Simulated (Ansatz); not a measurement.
# TmO: the cost of one run

Method: DFT PBE+U (U_eff = 6 eV on Tm 4f), scalar-relativistic, plane waves, PAW, in Ansatz 0.2.0.

3 further runs of the same task are left out: 1 for a known fault of the program, 1 that didn't finish, 1 set aside as unsound or not needed. Runs told in other sessions of the task aren't counted.

### 1 The system as given

The structure is cubic, space group F-43m (No. 216). Conventional cell: a = 5.275 Å, b = 5.275 Å, c = 5.275 Å, α = 90.00°, β = 90.00°, γ = 90.00°. Around Tm (site symmetry -43m) lie 4 O at 2.28 Å. Around O (site symmetry -43m) lie 4 Tm at 2.28 Å.

As a file:

```cif
data_structure
_symmetry_space_group_name_H-M 'P 1'
_symmetry_Int_Tables_number 1
_cell_length_a 3.7301
_cell_length_b 3.7301
_cell_length_c 3.7301
_cell_angle_alpha 60.000
_cell_angle_beta 60.000
_cell_angle_gamma 60.000
_cell_volume 36.70
loop_
_atom_site_label
_atom_site_type_symbol
_atom_site_fract_x
_atom_site_fract_y
_atom_site_fract_z
_atom_site_occupancy
Tm1 Tm 0.00000 0.00000 0.00000 1
O1 O 0.25000 0.25000 0.25000 1
```

The moments start at Tm 1.00 μB.

### 2 A coarse mesh, to find the state of the open shells

File input.yaml:

```yaml
crystal:
  lattice:
    - [0.0, 2.6375669698, 2.6375669698]
    - [2.6375669698, 0.0, 2.6375669698]
    - [2.6375669698, 2.6375669698, 0.0]
  atoms:
    - { symbol: Tm, position: [0.0, 0.0, 0.0], spin: 1.0 }
    - { symbol: O, position: [0.25, 0.25, 0.25] }
basis:
  ecutwfc: 420
  ecutrho_ratio: 4
kpoints:
  mp_grid: { grid: [5, 5, 5] }
hamiltonian:
  xc: pbe
  hubbard: { sites: [{ species: Tm, l: f, u_eff: 6.0 }] }
scf:
  occupations: { method: gaussian, width: 0.05 }
output:
  forces: true
  stress: true
  eigenvalues: true
  populations: true
  hubbard: { sites: [{ species: Tm, l: f }] }
magnetization:
  spin_polarized: true
```

On the command line:

```bash
> ansatz run input.yaml --threads 2 --pin off --max-ram 2662MiB --backend cpu --events-out ev --progress --plain --runs-dir out
```

What time and memory should one allow on 2 threads of Arm Neoverse V1, shared host?

About 11 s, with a peak of 0.37 GiB.
